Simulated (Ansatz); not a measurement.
# CH4FSeSi radical: a ladder of functionals and wavefunction methods

Aim: compute CH4FSeSi radical with functionals from several rungs and with coupled cluster, and see how far each lands from CCSD(T) at the basis-set limit for the atomisation energy.

The runs use Ansatz 0.2.0, Gaussian basis; functionals in def2-TZVPP, the program's frozen cores in correlated methods.

Levels to be run: LDA (SPW92), PBE-D4, revPBE-D4, BLYP-D4, r2SCAN-D4, B97M-V, PBE0-D4, B3LYP-D4, r2SCANh-D4, r2SCAN0-D4, HSE06-D4, BHLYP-D4, CAM-B3LYP-D4, LC-ωPBE, ωB97X-V, ωB97M-V, B2PLYP, PBE-QIDH; CCSD(T)/def2-SVP; CCSD(T)/def2-TZVPP; MP2/def2-QZVPP; extrapolation to the limit; RPA on PBE.

## 1. The relaxed structure

The geometry comes from an earlier relaxation with PBE0-D4 in a triple-zeta def2 set; it is a stationary point, not always the lowest conformer.

SMILES `C[Se][SiH]F`, 8 atoms, charge 0, spin multiplicity 2.

Atoms are counted from 1 here; the program's logs count them from 0.

Bond lengths: C1–Se2 1.959 Å, C1–H5 1.087 Å, C1–H6 1.087 Å, C1–H7 1.088 Å, Se2–Si3 2.251 Å, Si3–F4 1.608 Å, Si3–H8 1.492 Å. Angles: Se2–C1–H5 110.0°, Se2–C1–H6 110.0°, Se2–C1–H7 106.1°, H5–C1–H6 110.9°, H5–C1–H7 109.8°, H6–C1–H7 109.9°, C1–Se2–Si3 98.3°, Se2–Si3–F4 112.6°, Se2–Si3–H8 105.9°, F4–Si3–H8 107.7°.

## 2. LDA

This LDA is Slater exchange with PW92 correlation.

Contents of in.yaml:

```yaml
crystal:
  periodic: [false, false, false]
  atoms:
    - {symbol: C, position_ang: [-0.378251, 1.293029, -0.497035]}
    - {symbol: Se, position_ang: [0.758371, 0.532553, 0.906302]}
    - {symbol: Si, position_ang: [0.102011, -1.613016, 0.727632]}
    - {symbol: F, position_ang: [0.440628, -2.244624, -0.712083]}
    - {symbol: H, position_ang: [-0.152046, 0.827214, -1.453008]}
    - {symbol: H, position_ang: [-1.426252, 1.160764, -0.238647]}
    - {symbol: H, position_ang: [-0.138572, 2.353947, -0.538048]}
    - {symbol: H, position_ang: [0.886310, -2.367068, 1.748987]}
basis:
  gaussian: {orbitals: def2-TZVPP}
magnetization: {spin_polarized: true, initial_magnetization: 1}
hamiltonian: {xc: lda}
output: {orbitals: {seedname: orbitals}}
```

On the command line:

```
$ ansatz run in.yaml --threads 2 --pin off --events-out ev --progress --plain --max-ram 20480MiB --backend cpu
```

The runs that follow: PBE-D4 (GGA); revPBE-D4 (GGA); BLYP-D4 (GGA); r2SCAN-D4 (meta-GGA); B97M-V (meta-GGA); PBE0-D4 (hybrid); B3LYP-D4 (hybrid); r2SCANh-D4 (hybrid); r2SCAN0-D4 (hybrid); HSE06-D4 (hybrid); BHLYP-D4 (hybrid); CAM-B3LYP-D4 (range-separated); LC-ωPBE (range-separated); ωB97X-V (range-separated); ωB97M-V (range-separated); B2PLYP (double hybrid); PBE-QIDH (double hybrid); CCSD(T) in def2-SVP; CCSD(T) in def2-TZVPP; MP2 in def2-QZVPP; RPA on PBE orbitals.

Q: Predict the results of all the runs planned. Wanted: atomisation energy, CCSD(T)/CBS; farthest beyond LDA; mean size of error, GGA; mean size of error, meta-GGA; mean size of error, hybrid; mean size of error, range-separated; mean size of error, double hybrid; gap, smallest and largest; T1 diagnostic.

As calculated:

| quantity | value |
| --- | --- |
| atomisation energy, CCSD(T)/CBS | 2706.1 kJ/mol |
| functionals within 27.1 kJ/mol (1.0 %) | revPBE-D4, BLYP-D4, r2SCAN-D4, B97M-V, PBE0-D4, B3LYP-D4, r2SCANh-D4, HSE06-D4, CAM-B3LYP-D4, ωB97X-V, ωB97M-V |
| farthest beyond LDA | BHLYP-D4 (-86.9 kJ/mol) |
| mean size of error, GGA | 25.2 kJ/mol |
| mean size of error, meta-GGA | 8.6 kJ/mol |
| mean size of error, hybrid | 24.6 kJ/mol |
| mean size of error, range-separated | 14.0 kJ/mol |
| mean size of error, double hybrid | 34.5 kJ/mol |
| gap, smallest and largest | 1.04 eV (LDA (SPW92)), 8.31 eV (LC-ωPBE) |
| T1 diagnostic | 0.0130 |
| triples share of the correlation energy | 3.5 % |

What this shows: The LDA atomisation energy is off by 384.1 kJ/mol (14 %): it overbinds. PBE-D4 is off by +41.6 kJ/mol. Double hybrids carry the basis error of their MP2 part in triple zeta, and no dispersion term here, so their miss is partly the set-up's. The rungs meta-GGA, range-separated, hybrid, GGA miss on average by less than the doubt on the reference (27.1 kJ/mol), so they tie. The reference freezes the cores and leaves out relativity and excitations past (T), and its outer-core shells are covered unevenly, so misses under about 27.1 kJ/mol can't be ranked. All levels share the lack of spin-orbit coupling, which lowers the free heavy atoms and so the true binding. Hartree-Fock recovers 73 % of the binding; the rest is correlation. CCSD(T) in def2-SVP is off by -211.9 kJ/mol, so the small basis spoils what the method gains. Orbital gaps span 1.0 to 8.3 eV; exact exchange widens them. Correlated methods include outer-core shells of Se, which these sets cover unevenly.
